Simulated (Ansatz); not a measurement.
# CH₅FGeOSi: a ladder of functionals and wavefunction methods

Aim: compute CH₅FGeOSi with functionals from several rungs and with coupled cluster. The yardstick is the atomisation energy at the CCSD(T) limit.

Computed with Ansatz 0.2.0, Gaussian basis. Level: functionals in def2-TZVPP, the program's frozen cores in correlated methods.

Levels to be run: PBE-D4, r2SCAN-D4, PBE0-D4, B3LYP-D4, ωB97X-V, ωB97M-V, B2PLYP; CCSD(T)/def2-TZVPP; MP2/def2-QZVPP; extrapolation to the limit.

## 1. Structure used throughout

The geometry comes from an earlier relaxation with PBE0-D4 in a triple-zeta def2 set; it is a stationary point, not always the lowest conformer.

SMILES `FC1[O][GeH2][SiH2]1`, 10 atoms, charge 0, spin multiplicity 1.

Atoms are counted from 1 here; the program's logs count them from 0.

Bond lengths: F1–C2 1.396 Å, C2–O3 1.384 Å, C2–Si5 1.939 Å, C2–H6 1.094 Å, O3–Ge4 1.842 Å, Ge4–Si5 2.371 Å, Ge4–H7 1.538 Å, Ge4–H8 1.539 Å, Si5–H9 1.484 Å, Si5–H10 1.487 Å. Angles: F1–C2–O3 110.1°, F1–C2–Si5 108.7°, F1–C2–H6 106.0°, O3–C2–Si5 102.0°, O3–C2–H6 109.8°, Si5–C2–H6 120.2°, C2–O3–Ge4 105.5°, O3–Ge4–Si5 75.2°, O3–Ge4–H7 107.9°, O3–Ge4–H8 110.4°, Si5–Ge4–H7 123.1°, Si5–Ge4–H8 122.4°, H7–Ge4–H8 109.7°, C2–Si5–Ge4 72.8°, C2–Si5–H9 118.2°, C2–Si5–H10 113.0°, Ge4–Si5–H9 124.5°, Ge4–Si5–H10 113.0° and more.

## 2. PBE-D4 (GGA)

Input file in.yaml:

```yaml
crystal:
  periodic: [false, false, false]
  atoms:
    - {symbol: F, position_ang: [-1.926927, -0.461602, 0.839204]}
    - {symbol: C, position_ang: [-0.653263, 0.071673, 1.046481]}
    - {symbol: O, position_ang: [0.294045, -0.936458, 1.015609]}
    - {symbol: Ge, position_ang: [0.925379, -0.964855, -0.714129]}
    - {symbol: Si, position_ang: [-0.163908, 1.129979, -0.502309]}
    - {symbol: H, position_ang: [-0.675488, 0.529217, 2.040056]}
    - {symbol: H, position_ang: [2.453485, -1.126773, -0.656422]}
    - {symbol: H, position_ang: [0.307954, -2.140558, -1.491208]}
    - {symbol: H, position_ang: [-1.247493, 1.607604, -1.397425]}
    - {symbol: H, position_ang: [0.769416, 2.240571, -0.176758]}
basis:
  gaussian: {orbitals: def2-TZVPP}
hamiltonian: {xc: pbe, dispersion: d4}
output: {forces: true, orbitals: {seedname: orbitals}}
```

Run with:

```sh
$ ansatz run in.yaml --threads 4 --pin off --events-out ev --progress --plain --max-ram 10444MiB
```

Further steps of the session: r2SCAN-D4 (meta-GGA); PBE0-D4 (hybrid); B3LYP-D4 (hybrid); ωB97X-V (range-separated); ωB97M-V (range-separated); B2PLYP (double hybrid); CCSD(T) in def2-TZVPP; MP2 in def2-QZVPP.

Q: Predict the results of all the runs planned. Wanted: atomisation energy, CCSD(T)/CBS; farthest; mean size of error, hybrid; mean size of error, range-separated; gap, smallest and largest; T1 diagnostic; triples share of the correlation energy.

The runs gave:

| quantity | value |
| --- | --- |
| atomisation energy, CCSD(T)/CBS | 3315.7 kJ/mol |
| functionals within 33.2 kJ/mol (1.0 %) | r2SCAN-D4, PBE0-D4, B3LYP-D4, ωB97X-V, ωB97M-V |
| farthest | B2PLYP (-61.0 kJ/mol) |
| mean size of error, hybrid | 27.9 kJ/mol |
| mean size of error, range-separated | 16.0 kJ/mol |
| gap, smallest and largest | 4.88 eV (PBE-D4), 11.47 eV (ωB97X-V) |
| T1 diagnostic | 0.0138 |
| triples share of the correlation energy | 3.7 % |

**Reading.** PBE-D4 misses by +54.5 kJ/mol. Double hybrids carry the basis error of their MP2 part in triple zeta, and no dispersion term here, so their miss is partly the set-up's. Misses under about 33.2 kJ/mol are within the doubt on the reference itself, which lacks core-valence correlation, relativity and higher excitations, and its outer-core shells are covered unevenly. Hartree-Fock recovers 69 % of the binding; the rest is correlation. The gap grows from 4.9 to 11.5 eV across the functionals, mostly with the share of exact exchange. Correlated methods include outer-core shells of Ge, which these sets cover unevenly.
